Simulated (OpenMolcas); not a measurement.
# Kr⁴⁺: CASSCF and CASPT2 terms and fine-structure levels

Aim: the low terms and levels of Kr⁴⁺, with their order and spacing, then second-order correlation under several settings.

Method: state-averaged CASSCF and CASPT2, spin-orbit coupling by RASSI with atomic mean-field integrals. Code: OpenMolcas 26.06.

## (1) What is computed

```
Species                           : Kr⁴⁺ (krypton, Z = 36, 32 electrons)
Basis                             : ANO-R1 [5s4p3d1f], 39 functions
Scalar Hamiltonian                : X2C, finite nucleus
Inactive shells                   : 1s 2s 2p 3s 3p 3d
Active space                      : 4 electrons in 4 orbitals (4s 4p)
Some configurations of this space : 4p4, 4s 4p3, 4s2 4p2
Orbitals                          : optimised for each spin and parity, averaged over the low roots
```

Outer shells as boxes (Hund's rule):

4p4
```
4p [↑↓][↑ ][↑ ]
```

4s 4p3
```
4s [↑ ]
4p [↑ ][↑ ][↑ ]
```

4s2 4p2
```
4s [↑↓]
4p [↑ ][↑ ][  ]
```

The work runs as a chain of OpenMolcas steps in one folder; each step below is one input file. Labels, J, g values, rates, χT and fits are worked out afterwards by a script from the matrices that RASSI stores.

## (2) Basis and integrals

Input file a.inp:

```
&GATEWAY
Coord
1

Kr 0.0 0.0 0.0
Basis=ANO-R1
Group=XYZ
NoMove
AngMom=0.0 0.0 0.0
AMFI
&SEWARD
```

Launch:

```bash
> OMP_NUM_THREADS=1 MOLCAS_MEM=1689 MOLCAS_PROJECT=a pymolcas a.inp > a.log
```

## (3) Reference wave functions, triplets of even parity, 6 roots

Input file a.inp:

```
&RASSCF
FileOrb=start.orb
Symmetry=1
Spin=3
nActEl=4 0 0
Inactive=8 6
Ras2=1 3
CIRoot=6 6 1
SDav=6
CIMx=300
Iter=120 100
PrWF=0.3
OrbListing=Nothing
MaxOrb=0
Atom
>>> COPY $Project.JobIph JOB001
```

start.orb holds the contracted functions of the basis, ordered by shell, or the orbitals of the step before.

## (4) CASSCF: singlets of even parity, 11 roots

Input file a.inp:

```
&RASSCF
FileOrb=start.orb
Symmetry=1
Spin=1
nActEl=4 0 0
Inactive=8 6
Ras2=1 3
CIRoot=11 11 1
SDav=12
CIMx=300
Iter=120 100
PrWF=0.3
OrbListing=Nothing
MaxOrb=0
Atom
>>> COPY $Project.JobIph JOB002
```

## (5) CASSCF: quintets of odd parity, 1 root

Input file a.inp:

```
&RASSCF
FileOrb=start.orb
Symmetry=2
Spin=5
nActEl=4 0 0
Inactive=8 6
Ras2=1 3
CIRoot=1 1 1
SDav=1
CIMx=300
Iter=120 100
PrWF=0.3
OrbListing=Nothing
MaxOrb=0
Atom
>>> COPY $Project.JobIph JOB003
```

## (6) Reference wave functions, triplets of odd parity, 9 roots

Input file a.inp:

```
&RASSCF
FileOrb=start.orb
Symmetry=2
Spin=3
nActEl=4 0 0
Inactive=8 6
Ras2=1 3
CIRoot=9 9 1
SDav=9
CIMx=300
Iter=120 100
PrWF=0.3
OrbListing=Nothing
MaxOrb=0
Atom
>>> COPY $Project.JobIph JOB004
```

## (7) CASSCF: singlets of odd parity, 8 roots

Input file a.inp:

```
&RASSCF
FileOrb=start.orb
Symmetry=2
Spin=1
nActEl=4 0 0
Inactive=8 6
Ras2=1 3
CIRoot=8 8 1
SDav=8
CIMx=300
Iter=120 100
PrWF=0.3
OrbListing=Nothing
MaxOrb=0
Atom
>>> COPY $Project.JobIph JOB005
```

## (8) State interaction with spin-orbit coupling

Input file a.inp:

```
&RASSI
NrOfJobIphs=5 6 11 1 9 8
1 2 3 4 5 6
1 2 3 4 5 6 7 8 9 10 11
1
1 2 3 4 5 6 7 8 9
1 2 3 4 5 6 7 8
IphNames
JOB001
JOB002
JOB003
JOB004
JOB005
EJob
SpinOrbit
DIPRint=1.0
SOCoupling=1000.0
Subsets=2
MEES
Property=10
'ANGMOM' 1 'ANGMOM' 2 'ANGMOM' 3 'MLTPL  1' 1 'MLTPL  1' 2 'MLTPL  1' 3
'AMFI' 1 'AMFI' 2 'AMFI' 3 'MLTPL  2' 6
SOProperty=3
'ANGMOM' 1 'ANGMOM' 2 'ANGMOM' 3
```

## (9) CASPT2: IPEA 0.25, imaginary shift 0.1 (closed shells correlated: 3d)

Input file a.inp:

```
>>> COPY JOB001 $Project.JobIph
&CASPT2
Multistate=6 1 2 3 4 5 6
Frozen=3 6
IPEA=0.25
Imaginary=0.1
MaxIter=60
WThr=0.0 0.3 0.05
PrWF=0.5
NoMix
>>> COPY JOB002 $Project.JobIph
&CASPT2
Multistate=11 1 2 3 4 5 6 7 8 9 10 11
Frozen=3 6
IPEA=0.25
Imaginary=0.1
MaxIter=60
WThr=0.0 0.3 0.05
PrWF=0.5
NoMix
>>> COPY JOB003 $Project.JobIph
&CASPT2
Multistate=1 1
Frozen=3 6
IPEA=0.25
Imaginary=0.1
MaxIter=60
WThr=0.0 0.3 0.05
PrWF=0.5
NoMix
>>> COPY JOB004 $Project.JobIph
&CASPT2
Multistate=9 1 2 3 4 5 6 7 8 9
Frozen=3 6
IPEA=0.25
Imaginary=0.1
MaxIter=60
WThr=0.0 0.3 0.05
PrWF=0.5
NoMix
>>> COPY JOB005 $Project.JobIph
&CASPT2
Multistate=8 1 2 3 4 5 6 7 8
Frozen=3 6
IPEA=0.25
Imaginary=0.1
MaxIter=60
WThr=0.0 0.3 0.05
PrWF=0.5
NoMix
```

## (10) CASPT2: IPEA 0.25, imaginary shift 0.1 (closed shells correlated: none)

a.inp: that of step 9 with these lines changed.

```diff
@@ -3,3 +3,3 @@
 Multistate=6 1 2 3 4 5 6
-Frozen=3 6
+Frozen=8 6
 IPEA=0.25
@@ -13,3 +13,3 @@
 Multistate=11 1 2 3 4 5 6 7 8 9 10 11
-Frozen=3 6
+Frozen=8 6
 IPEA=0.25
@@ -23,3 +23,3 @@
 Multistate=1 1
-Frozen=3 6
+Frozen=8 6
 IPEA=0.25
@@ -33,3 +33,3 @@
 Multistate=9 1 2 3 4 5 6 7 8 9
-Frozen=3 6
+Frozen=8 6
 IPEA=0.25
@@ -43,3 +43,3 @@
 Multistate=8 1 2 3 4 5 6 7 8
-Frozen=3 6
+Frozen=8 6
 IPEA=0.25
```

(Steps that only read results are left out.)

What does the calculation give? Wanted: lowest level; first excited level; lowest level of another term; spin-orbit lowering of the lowest level; strongest of the lines computed, by gA, at CASSCF energies.

The runs gave:

| quantity | value |
| --- | --- |
| method | SS-CASPT2, IPEA 0.25, imaginary shift 0.1 (closed shells correlated: 3d) |
| lowest level | 4s2 4p2 3P0, 97 % of that term |
| ground level listed by NIST | 3P0 |
| first excited level | 4s2 4p2 3P1 at 3550 cm-1 |
| lowest level of another term | 4s2 4p2 1D2 at 20820 cm-1 |
| spin-orbit lowering of the lowest level | 5925 cm-1 |
| strongest of the lines computed, by gA, at CASSCF energies | 4s 4p3 1D* 2 → 4s2 4p2 1D2, 58.6 nm, A = 1.90e+10 s⁻¹ |

Cost and accuracy by method:

| method | time of its own steps | time with the reference | mean absolute difference from the measured levels (cm-1) |
| --- | --- | --- | --- |
| A. CASSCF | 15 s | 15 s | 6400 |
| B. SS-CASPT2, IPEA 0.25, imaginary shift 0.1, +3d | 3.4 s | 18 s | 3000 |
| C. SS-CASPT2, IPEA 0.25, imaginary shift 0.1, +none | 2.3 s | 17 s | 3700 |

Times are of one thread on a shared host.

What this shows: The multiplet 3P is regular; its intervals divided by the larger J differ by 59 % of their mean, where Landé's rule for pure LS coupling makes them equal. Second-order correlation (method B) scales the levels of the lowest configuration above 5000 cm⁻¹ by 0.93 to 1.07. Method B lies closest to the measured levels (3000 cm⁻¹ on average) and A farthest (6400). Only the configurations of the active space and the roots asked for are present. Not all states of the active space went into the spin-orbit step. CASPT2 does not keep the components of a term degenerate, and the means are used. Reference weights range from 0.87 to 0.98, which points to intruder states or a small active space for some roots. No d shell is active. The basis is small and contracted for the neutral atom, so it is rough for this charge. Only valence configurations of the active space appear, up to the ionisation limit; * or ° marks odd parity.
